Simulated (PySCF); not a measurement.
# C₃H₉BS: runs on many settings

Aim: see how C₃H₉BS (`CB(C)CS`) answers to the choice of functional, basis, grid and SCF options, and what happens with inputs that are wrong on purpose.

The runs use PySCF 2.14.0, with density-fitted response routines of our own; the level of theory stands in each step. All values are computed, except where a source is named. Atoms count from 0, in the outputs and in this text.

### Step 1. The starting structure

14 atoms, charge 0, multiplicity 1; geometry from: GFN2-xTB.

Bonds of the start (Å): C0–B1 1.58, B1–C2 1.57, B1–C3 1.59, C3–S4 1.85, C0–H5 1.09, C0–H6 1.09, C0–H7 1.09, C2–H8 1.09, C2–H9 1.09, C2–H10 1.09, C3–H11 1.09, C3–H12 1.09, S4–H13 1.33.

### Step 2. Shielding tensors: PBE0/def2-SVPD

Job settings and geometry (Å):

```
{"job": {"kind": "nmr", "xc": "PBE0", "basis": "def2-SVPD", "pop": false, "grid": 4}, "charge": 0, "multiplicity": 1}
C     -1.398007    -1.171071     0.089435
B     -0.330578    -0.024780     0.266771
C     -0.737156     1.448032     0.621866
C      1.196796    -0.403940     0.070900
S      2.368579     0.696888     0.976066
H     -1.304923    -1.646442    -0.886571
H     -2.425362    -0.833222     0.195465
H     -1.235745    -1.963251     0.819690
H     -1.738776     1.720533     0.298206
H     -0.720934     1.550979     1.708577
H     -0.036732     2.190035     0.244415
H      1.444700    -0.297844    -0.987974
H      1.434451    -1.426544     0.364304
H      3.483009     0.160154     0.476709
```

Level: GIAO PBE0/def2-SVPD NMR shielding, non-relativistic, gas phase.

Command:

```bash
> OMP_NUM_THREADS=1 python probes_run.py task.json out
```

The driver reads the jobs from task.json and runs them one after another.

The log of the run:

```text
coarse grid: 11552 points
cycle   1  E = -542.1383306615  dE =  1.821e-01  |g| = 4.354e-01  |ddm| = 4.847e+00
cycle   2  E = -542.1325971521  dE =  5.734e-03  |g| = 4.625e-01  |ddm| = 1.176e+00
cycle   3  E = -542.1915461720  dE = -5.895e-02  |g| = 3.460e-02  |ddm| = 5.581e-01
cycle   4  E = -542.1918356842  dE = -2.895e-04  |g| = 1.852e-02  |ddm| = 8.612e-02
cycle   5  E = -542.1919326258  dE = -9.694e-05  |g| = 4.971e-03  |ddm| = 3.073e-02
cycle   6  E = -542.1919389535  dE = -6.328e-06  |g| = 6.765e-04  |ddm| = 7.384e-03
final grid: 283992 points
cycle   7  E = -542.2471570306  dE = -2.658e-05  |g| = 8.193e-03  |ddm| = 8.789e-02
cycle   8  E = -542.2471502018  dE =  6.829e-06  |g| = 9.528e-03  |ddm| = 2.240e-02
cycle   9  E = -542.2471747530  dE = -2.455e-05  |g| = 7.265e-04  |ddm| = 1.201e-02
cycle  10  E = -542.2471749107  dE = -1.577e-07  |g| = 1.237e-04  |ddm| = 1.208e-03
cycle  11  E = -542.2471749144  dE = -3.687e-09  |g| = 3.470e-05  |ddm| = 2.234e-04
cycle  12  E = -542.2471749147  dE = -3.662e-10  |g| = 7.652e-06  |ddm| = 7.291e-05
converged SCF energy = -542.2471749147

GIAO shielding tensors (ppm)
atom      isotropic    diamagn.    paramagn.     s11        s22        s33       span
  0 C      181.500     255.679     -74.179    162.795    186.526    195.179     32.384
  1 B       25.779     207.722    -181.943    -34.780    -13.373    125.490    160.269
  2 C      181.535     245.941     -64.406    163.331    183.839    197.437     34.105
  3 C      168.001     248.169     -80.168    156.199    169.069    178.735     22.536
  4 S      695.139    1052.201    -357.062    583.340    610.190    891.886    308.545
  5 H       31.029      30.671       0.358     27.200     30.033     35.853      8.653
  6 H       30.671      31.778      -1.107     26.854     29.808     35.350      8.496
  7 H       31.136      28.901       2.236     27.207     29.991     36.211      9.004
  8 H       30.725      31.340      -0.615     26.811     29.479     35.885      9.074
  9 H       31.322      28.420       2.902     26.894     30.785     36.286      9.392
 10 H       30.129      30.284      -0.154     25.084     31.425     33.880      8.795
 11 H       29.240      32.323      -3.083     22.720     29.115     35.884     13.164
 12 H       28.755      32.410      -3.655     21.967     28.758     35.540     13.573
 13 H       30.265      27.544       2.721     22.603     28.189     40.004     17.401
```

Wall time 39 s (1 thread of Intel Xeon Platinum 8488C, shared host); peak memory 0.74 GiB.

The references, computed at this level on geometries of the same kind, shield at (ppm): 1H TMS 31.88, 13C TMS 194.1, 11B BF3·OEt2 107.6. Their shielding less the atom's gives the shift. The references are single molecules in the gas phase. Atoms listed in one row are averaged.

```tsv
atoms	environment	σ (ppm)	δ (ppm)
C3	sp3 CH2 bonded to B and S	168.0	26.1
C0, C2	methyl carbon bonded to B	181.5	12.6
H11, H12	hydrogen on an sp3 CH2 bonded to B and S	29.00	2.88
H13	hydrogen on a thiol sulfur	30.27	1.61
H5, H6, H7, H8, H9, H10	hydrogen on a methyl carbon bonded to B	30.84	1.04
B1	boron bonded to 3 C	25.8	81.8
S4	thiol sulfur	695	–
```

Orbitals, density, ELF and potential are computed afterwards from the orbital file.

Frontier orbitals at PBE0/def2-SVPD, with the share of their density that lies nearest to each atom:

```tsv
orbital	energy (eV)	lies on
HOMO	-6.69	S4 76 %; H13 10 %
LUMO	-0.70	B1 54 %; H9, H11 about 7 % each
```

ELF in a plane through or near 7 of the atoms.

Ten even steps from '0' (0.00) to '9' (1.00):
```
0000000000000000000000000000
0000000000000000000000000000
0000000000000000000000000000
0000000000001100010000000000
0000000000014432355200000000
0000003662016765789600000000
0000026887105622798500000000
0000027998501564541000000000
0000026315511699610010000000
0000478133756412423897000000
0003999858738813978999300000
0003999725426858726999300000
0000698204897315423775000000
0000000007999201575210000000
0000000006998000233100000000
0000000001452000000000000000
0000000000000000000000000000
0000000000000000000000000000
0000000000000000000000000000
0000000000000000000000000000
```
The map spans 12.1 Å across and 9.4 Å up, centred on the molecule. Atoms in the plane (x, y in Å): C0 (1.6, -1.0), B1 (0.3, 0.0), C2 (0.5, 1.6), C3 (-1.1, -0.6), H6 (2.5, -0.4), H12 (-1.2, -1.6), H13 (-3.5, -0.4).

On the surface of density 0.002 e/bohr³ the electrostatic potential runs, from the 1st to the 99th percentile, from -1.09 V near S4 to 1.11 V near B1.

### Step 3. Excited states and response: PBE0/IGLO-II in dichloromethane

Same as in step 2 but for these lines:

```diff
@@ -1,2 +1,2 @@
-{"job": {"kind": "nmr", "xc": "PBE0", "basis": "def2-SVPD", "pop": false, "grid": 4}, "charge": 0, "multiplicity": 1}
+{"job": {"kind": "uv", "xc": "PBE0", "basis": "IGLO-II", "solvent": "dichloromethane", "nstates": 3, "ntriplets": 0, "tda": false, "scf": {"aux": "def2-qzvpp-jkfit"}}, "charge": 0, "multiplicity": 1}
 C     -1.398007    -1.171071     0.089435
```

Level: TDDFT PBE0/IGLO-II, vertical, IEF-PCM dichloromethane (non-equilibrium linear response), core orbitals frozen in the response.

The log of the run:

```text
final grid: 104928 points
cycle   1  E = -542.4262267929  dE =  1.909e-01  |g| = 4.660e-01  |ddm| = 2.712e+00
cycle   2  E = -542.4261129978  dE =  1.138e-04  |g| = 4.532e-01  |ddm| = 6.983e-01
cycle   3  E = -542.4792862749  dE = -5.317e-02  |g| = 3.743e-02  |ddm| = 3.492e-01
cycle   4  E = -542.4795679682  dE = -2.817e-04  |g| = 1.801e-02  |ddm| = 5.459e-02
cycle   5  E = -542.4796427598  dE = -7.479e-05  |g| = 4.152e-03  |ddm| = 1.966e-02
cycle   6  E = -542.4796461573  dE = -3.397e-06  |g| = 1.413e-03  |ddm| = 3.532e-03
cycle   7  E = -542.4796465983  dE = -4.410e-07  |g| = 1.737e-04  |ddm| = 1.115e-03
cycle   8  E = -542.4796466050  dE = -6.691e-09  |g| = 4.996e-05  |ddm| = 2.086e-04
cycle   9  E = -542.4796466056  dE = -6.575e-10  |g| = 3.396e-06  |ddm| = 5.534e-05
converged SCF energy = -542.4796466056

Static polarisability (au): isotropic 81.232, principal 64.267 82.398 97.031

Singlet excitations
state   eV       nm        f      main configurations
  1   5.0083    247.6   0.00680   H->L 0.99
  2   5.7553    215.4   0.00082   H->L+1 0.93
  3   6.3541    195.1   0.00345   H-1->L 0.93
```

Run time: 14 s. Hardware: 1 thread of Intel Xeon Platinum 8488C, shared host; peak memory 0.88 GiB.

Frontier orbitals and where they lie:

```tsv
orbital	eV	atoms
HOMO−3	-9.38	S4 47 %, C3 12 %, C2 11 %
HOMO−2	-8.69	B1 26 %, C0 24 %, C3 23 %
HOMO−1	-8.50	C2 23 %, S4 21 %, B1 19 %
HOMO	-6.60	S4 89 %
LUMO	-0.42	B1 70 %, H9 5 %, H11 5 %
LUMO+1	0.89	S4 33 %, H13 16 %, H11 10 %
LUMO+2	1.86	H13 31 %, S4 26 %, C3 12 %
```

With each of the 3 states as a Gaussian band of 0.4 eV half-width at 1/e, the curve within the window shown has maxima at 247 nm (ε 280), 195 nm (ε 140) L/(mol cm). Beyond the last state computed it falls off for lack of states. The curve at chosen wavelengths:

| nm | ε (L/mol/cm) |
| --- | --- |
| 186 | 80 |
| 190 | 120 |
| 194 | 142 |
| 197 | 141 |
| 201 | 122 |
| 205 | 95 |
| 209 | 73 |
| 212 | 62 |
| 216 | 56 |
| 220 | 60 |
| 224 | 77 |
| 227 | 99 |
| 231 | 140 |
| 235 | 188 |
| 239 | 233 |
| 242 | 259 |
| 246 | 276 |
| 250 | 271 |
| 254 | 247 |
| 257 | 220 |
| 261 | 178 |
| 265 | 136 |
| 269 | 99 |
| 272 | 75 |
| 276 | 50 |
| 280 | 32 |

Further results of this job:

```tsv
property	computed
dipole moment (D)	2.13
polarisability (Å³)	12.04
HOMO–LUMO gap (eV)	6.18
−ε(HOMO) (eV)	6.60
```

### Step 4. Excited states and response: LC-wPBE/def2-SVPD in chloroform

Same as in step 3 but for these lines:

```diff
@@ -1,2 +1,2 @@
-{"job": {"kind": "uv", "xc": "PBE0", "basis": "IGLO-II", "solvent": "dichloromethane", "nstates": 3, "ntriplets": 0, "tda": false, "scf": {"aux": "def2-qzvpp-jkfit"}}, "charge": 0, "multiplicity": 1}
+{"job": {"kind": "uv", "xc": "LC-wPBE", "basis": "def2-SVPD", "solvent": "chloroform", "nstates": 12, "ntriplets": 0, "tda": false}, "charge": 0, "multiplicity": 1}
 C     -1.398007    -1.171071     0.089435
```

Method: TDDFT LC-wPBE/def2-SVPD, vertical, IEF-PCM chloroform (non-equilibrium linear response), core orbitals frozen in the response.

The log of the run:

```text
coarse grid: 11552 points
cycle   1  E = -542.2650196003  dE =  4.154e-01  |g| = 3.027e-01  |ddm| = 4.692e+00
cycle   2  E = -542.2925881505  dE = -2.757e-02  |g| = 1.457e-01  |ddm| = 7.386e-01
cycle   3  E = -542.2980073558  dE = -5.419e-03  |g| = 3.479e-02  |ddm| = 2.977e-01
cycle   4  E = -542.2984593531  dE = -4.520e-04  |g| = 9.824e-03  |ddm| = 9.069e-02
cycle   5  E = -542.2984937893  dE = -3.444e-05  |g| = 2.677e-03  |ddm| = 2.560e-02
cycle   6  E = -542.2984970196  dE = -3.230e-06  |g| = 8.726e-04  |ddm| = 7.428e-03
final grid: 104928 points
cycle   7  E = -542.3699058819  dE = -2.947e-05  |g| = 4.933e-03  |ddm| = 6.335e-02
cycle   8  E = -542.3699095897  dE = -3.708e-06  |g| = 3.354e-03  |ddm| = 1.450e-02
cycle   9  E = -542.3699123120  dE = -2.722e-06  |g| = 2.342e-04  |ddm| = 4.979e-03
cycle  10  E = -542.3699123392  dE = -2.723e-08  |g| = 1.358e-04  |ddm| = 8.362e-04
cycle  11  E = -542.3699123465  dE = -7.286e-09  |g| = 2.725e-05  |ddm| = 3.221e-04
cycle  12  E = -542.3699123472  dE = -6.946e-10  |g| = 9.341e-06  |ddm| = 1.276e-04
converged SCF energy = -542.3699123472

Static polarisability (au): isotropic 86.700, principal 74.394 85.779 99.926

Singlet excitations
state   eV       nm        f      main configurations
  1   5.8869    210.6   0.00010   H->L+1 0.24, H->L+3 0.17, H->L+5 0.15
  2   6.2431    198.6   0.03007   H->L 0.80
  3   6.5945    188.0   0.00656   H-1->L 0.43, H-1->L+1 0.19, H-1->L+2 0.09
  4   6.6818    185.6   0.00121   H-2->L 0.53, H-2->L+1 0.24, H-2->L+2 0.11
  5   7.0792    175.1   0.03976   H->L+2 0.58, H->L+1 0.22
  6   7.7790    159.4   0.03377   H->L+6 0.28, H->L+1 0.26, H->L+3 0.15
  7   8.0858    153.3   0.09446   H->L+4 0.85
  8   8.1299    152.5   0.00837   H->L+3 0.39, H->L+5 0.24, H->L+7 0.16
  9   8.5794    144.5   0.10444   H-1->L+1 0.34, H-1->L 0.09
 10   8.5988    144.2   0.04431   H-3->L 0.44, H-1->L 0.22, H-3->L+1 0.13
 11   8.8960    139.4   0.10340   H-2->L+1 0.49, H-2->L 0.16
 12   9.0603    136.8   0.01450   H-1->L+1 0.15, H-3->L 0.15, H-3->L+2 0.11
```

Wall time 23 s (1 thread of Intel Xeon Platinum 8488C, shared host); peak memory 0.83 GiB.

This run: HOMO -9.56 eV, LUMO 1.76 eV; lowest singlet 5.89 eV.

### Step 5. Shielding tensors: PBE0/6-31G-J

Same as in step 4 but for these lines:

```diff
@@ -1,2 +1,2 @@
-{"job": {"kind": "uv", "xc": "LC-wPBE", "basis": "def2-SVPD", "solvent": "chloroform", "nstates": 12, "ntriplets": 0, "tda": false}, "charge": 0, "multiplicity": 1}
+{"job": {"kind": "nmr", "xc": "PBE0", "basis": "6-31G-J", "pop": true, "gauge": [0, 0, 0], "scf": {"max_cycle": 2}}, "charge": 0, "multiplicity": 1}
 C     -1.398007    -1.171071     0.089435
```

Level: PBE0/6-31G-J.

The log of the run:

```text
KeyError: 'Element b (Z=5) not found in basis 6-31G-J version 0'
```

Run time: 0.01 s. Hardware: 1 thread of Intel Xeon Platinum 8488C, shared host.

**What went wrong.** The basis 6-31G-J has no functions for an element of the molecule, so the input was refused before any integral. The remedy is to choose a basis that covers all elements.

### Step 6. Ultraviolet spectrum: BP86/def2-SVPD

Same as in step 5 but for these lines:

```diff
@@ -1,2 +1,2 @@
-{"job": {"kind": "nmr", "xc": "PBE0", "basis": "6-31G-J", "pop": true, "gauge": [0, 0, 0], "scf": {"max_cycle": 2}}, "charge": 0, "multiplicity": 1}
+{"job": {"kind": "uv", "xc": "BP86", "basis": "def2-SVPD", "nstates": 25, "ntriplets": 0, "tda": true}, "charge": 0, "multiplicity": 1}
 C     -1.398007    -1.171071     0.089435
```

Method: TDA BP86/def2-SVPD, vertical, gas phase, core orbitals frozen in the response.

The log of the run:

```text
coarse grid: 11552 points
cycle   1  E = -542.4188250742  dE =  1.065e-01  |g| = 6.213e-01  |ddm| = 5.460e+00
cycle   2  E = -542.2826686206  dE =  1.362e-01  |g| = 9.227e-01  |ddm| = 1.977e+00
cycle   3  E = -542.5245652844  dE = -2.419e-01  |g| = 9.650e-02  |ddm| = 1.142e+00
cycle   4  E = -542.5273066079  dE = -2.741e-03  |g| = 3.734e-02  |ddm| = 2.152e-01
cycle   5  E = -542.5276620420  dE = -3.554e-04  |g| = 1.333e-02  |ddm| = 6.139e-02
cycle   6  E = -542.5277097108  dE = -4.767e-05  |g| = 1.861e-03  |ddm| = 2.072e-02
cycle   7  E = -542.5277106344  dE = -9.237e-07  |g| = 6.257e-04  |ddm| = 4.730e-03
final grid: 104928 points
cycle   8  E = -542.6017608265  dE = -4.074e-05  |g| = 6.324e-03  |ddm| = 1.282e-01
cycle   9  E = -542.6017450730  dE =  1.575e-05  |g| = 9.703e-03  |ddm| = 1.927e-02
cycle  10  E = -542.6017705202  dE = -2.545e-05  |g| = 9.682e-04  |ddm| = 1.220e-02
cycle  11  E = -542.6017708613  dE = -3.411e-07  |g| = 2.424e-04  |ddm| = 1.663e-03
cycle  12  E = -542.6017708762  dE = -1.497e-08  |g| = 5.245e-05  |ddm| = 3.544e-04
cycle  13  E = -542.6017708771  dE = -8.455e-10  |g| = 1.481e-05  |ddm| = 1.094e-04
converged SCF energy = -542.6017708771

Static polarisability (au): isotropic 76.506, principal 62.482 75.488 91.547

Singlet excitations
state   eV       nm        f      main configurations
  1   3.8517    321.9   0.00646   H->L 1.00
  2   5.1173    242.3   0.00542   H->L+1 0.98
  3   5.7690    214.9   0.03075   H->L+2 0.95
  4   5.8148    213.2   0.00668   H-1->L 0.97
  5   5.9275    209.2   0.00095   H->L+3 0.97
  6   5.9964    206.8   0.00268   H-2->L 0.98
  7   6.5887    188.2   0.00882   H-3->L 0.97
  8   6.6372    186.8   0.00064   H->L+4 0.97
  9   6.8190    181.8   0.03339   H->L+5 0.95
 10   7.0214    176.6   0.02848   H-1->L+1 0.94
 11   7.0615    175.6   0.01109   H->L+6 0.93
 12   7.2033    172.1   0.01473   H-2->L+1 0.97
 13   7.3528    168.6   0.01191   H->L+7 0.96
 14   7.5475    164.3   0.00095   H-4->L 0.97
 15   7.6163    162.8   0.01378   H-1->L+2 0.88
 16   7.6778    161.5   0.00460   H->L+8 0.52, H->L+9 0.33
 17   7.7695    159.6   0.01438   H-1->L+3 0.69, H-3->L+1 0.15
 18   7.7827    159.3   0.02123   H->L+9 0.32, H->L+10 0.24, H-2->L+2 0.23
 19   7.8403    158.1   0.04386   H-2->L+2 0.68, H-1->L+3 0.12, H->L+9 0.09
 20   7.9490    156.0   0.03245   H->L+10 0.59, H->L+9 0.15, H->L+8 0.10
 21   7.9982    155.0   0.03391   H-2->L+3 0.94
 22   8.0365    154.3   0.05399   H-3->L+1 0.48, H->L+11 0.17
 23   8.0932    153.2   0.02325   H->L+11 0.78
 24   8.1845    151.5   0.02481   H->L+12 0.80
 25   8.2666    150.0   0.11571   H-5->L 0.80
```

Wall time 20 s (1 thread of Intel Xeon Platinum 8488C, shared host); peak memory 0.51 GiB.

In short: HOMO -5.55 eV, LUMO -1.77 eV; lowest singlet 3.85 eV.

### Step 7. Run by run: electronic excitations

Excitations and ground-state properties, with basis size and wall time:

```tsv
run	lowest singlet (eV)	brightest (eV)	f	gap (eV)	α (Å³)	μ (D)	functions	time
PBE0/IGLO-II in dichloromethane	5.01	5.01	0.007	6.18	12.04	2.13	177	14 s
LC-wPBE/def2-SVPD in chloroform	5.89	8.58	0.104	11.32	12.85	2.21	179	23 s
BP86/def2-SVPD	3.85	8.27	0.116	3.78	11.34	1.69	179	20 s
```

### Step 8. Summary of results

```
                                                                quantity                                            value
13C shifts against TMS (PBE0/def2-SVPD, means over atoms taken as alike)                                   26.1, 12.6 ppm
 1H shifts against TMS (PBE0/def2-SVPD, means over atoms taken as alike)                             2.88, 1.61, 1.04 ppm
                            11B shifts against BF3·OEt2 (PBE0/def2-SVPD)                                         81.8 ppm
                                        shieldings of S (PBE0/def2-SVPD)                                     S4 695.1 ppm
                                   surface potential, 1st and 99th percentile                               -1.09 V and 1.11 V
                                           lowest singlet (PBE0/IGLO-II)                      5.01 eV (248 nm), f = 0.007
                                             range of the lowest singlet                                  3.85 to 5.89 eV
                                           property runs in this session  5, of which 1 failed and 0 gave unsound results
```

In words: Single values in the summary come from the first run of each kind that ended normally (PBE0/def2-SVPD; PBE0/IGLO-II), which need not be the best level. At PBE0/def2-SVPD: The widest tensor belongs to S4: span 309 ppm, with a paramagnetic part of -357 ppm. At PBE0/def2-SVPD, counted by nearest atom on the grid, the HOMO lies on S4 76 %; H13 10 %, the LUMO on B1 54 %; H9, H11 about 7 % each. The lowest singlet, at 5.01 eV, is HOMO→LUMO 0.99 and is weak. The lowest singlet runs from 3.85 eV (BP86/def2-SVPD) to 5.89 eV (LC-wPBE/def2-SVPD in chloroform), while the orbital gap spans 3.78 to 11.32 eV. The lowest state need not be the same one in every run. The runs solved for a few states only, so the brightest column depends on that window.
